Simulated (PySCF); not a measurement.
**[PbCl3(NH3)]−: other functionals and bases at one geometry**

An exercise on one series of results from a longer session: the logs are not shown, and one member is left open.

The runs use PySCF 2.14.0; several levels, as the steps say, no spin–orbit coupling.

1 further run of the same task is left out (for a known fault of the program).

## The system as given

8 atoms, charge -1, spin multiplicity 1.

Bond lengths: Pb1–Cl2 2.620 Å, Pb1–Cl3 2.603 Å, Pb1–Cl4 2.620 Å, N5–H6 1.025 Å, N5–H7 1.024 Å, N5–H8 1.019 Å. Angles: Cl2–Pb1–Cl3 99.8°, Cl2–Pb1–Cl4 97.5°, Cl3–Pb1–Cl4 100.2°, H6–N5–H7 104.0°, H6–N5–H8 107.0°, H7–N5–H8 107.0°.

As a file:

```xyz
8
charge -1, multiplicity 1
Pb   -1.21147   -0.30713    0.07844
Cl   -0.60184    2.07112    0.99244
Cl   -0.06735   -1.78411    1.89083
Cl    0.59271   -0.41687   -1.81881
N    -1.81328    1.93227   -2.15643
H    -1.47749    2.45820   -1.34383
H    -0.98562    1.42416   -2.48261
H    -2.04663    2.61421   -2.87714
```

Formal oxidation states: Pb +2. An earlier session relaxed this geometry at PBE0, Pb def2-SVP with ECP60, Cl def2-SVP, N def2-SVP, H def2-SVP (singlet, point group Cs).

At PBE0 on the finer grid: E = -1629.287316 Eh, HOMO -2.72 eV, LUMO 3.45 eV, Mulliken charge on Pb1 +0.58 e, largest force component 0.030 eV/Å. 

Levels to run: BLYP; TPSS; PBE0, TZVP. Hardware: 2 threads of Intel Xeon Platinum 8559C (Emerald Rapids), shared host.

The first run:

run.py (the lines that set the calculation)

```python
mol = gto.M(atom='''
Pb    -1.21147    -0.30713     0.07844
Cl    -0.60184     2.07112     0.99244
Cl    -0.06735    -1.78411     1.89083
Cl     0.59271    -0.41687    -1.81881
N     -1.81328     1.93227    -2.15643
H     -1.47749     2.45820    -1.34383
H     -0.98562     1.42416    -2.48261
H     -2.04663     2.61421    -2.87714''',
    basis={'Pb': 'def2-SVP', 'Cl': 'def2-SVP', 'N': 'def2-SVP', 'H': 'def2-SVP'},
    ecp={'Pb': 'def2-SVP'},
    charge=-1, spin=0)
mf = dft.RKS(mol, xc='BLYP')
mf.grids.atom_grid = (75, 302)
mf = mf.density_fit()  # fitting sets: Pb def2-universal-JKFIT, Cl def2-universal-JKFIT, N def2-universal-JKFIT, H def2-universal-JKFIT
mf.conv_tol = 1e-08; mf.max_cycle = 55
mf.kernel(dm0)  # dm0: the density of the relaxed state
```

On the command line:

```bash
$ OMP_NUM_THREADS=2 python run.py
```

Steps of the session up to this table: BLYP; TPSS; PBE0, TZVP.

One table of the session follows, with a row left open; its other results are not shown here.

| level | HOMO (eV) | gap (eV) | charge on Pb1 (e) | dipole (D) | largest force component (eV/Å) |
| --- | --- | --- | --- | --- | --- |
| PBE0 (relaxed here) | -2.72 | 6.17 | 0.58 | 4.89 | 0.03 |
| BLYP | ? | ? | ? | ? | ? |
| TPSS | -1.68 | 4.57 | 0.52 | 4.71 | 0.34 |
| PBE0, TZVP | -3.22 | 6.12 | 0.77 | 5.30 | 0.32 |

Estimate the missing values for BLYP.

The run gave: HOMO (eV): -1.28; gap (eV): 4.28; charge on Pb1 (e): 0.44; dipole (D): 4.37; largest force component (eV/Å): 0.48. In the column «HOMO (eV)» it is the highest.

The dipole of a charged species depends on the origin, so these sizes hold for this origin alone.

In one basis the HOMO–LUMO gap runs from 4.28 eV (BLYP) to 6.17 eV (PBE0). The largest leftover force, 0.48 eV/Å with BLYP, stands at a geometry relaxed at another level. Total energies of different levels can't be compared.
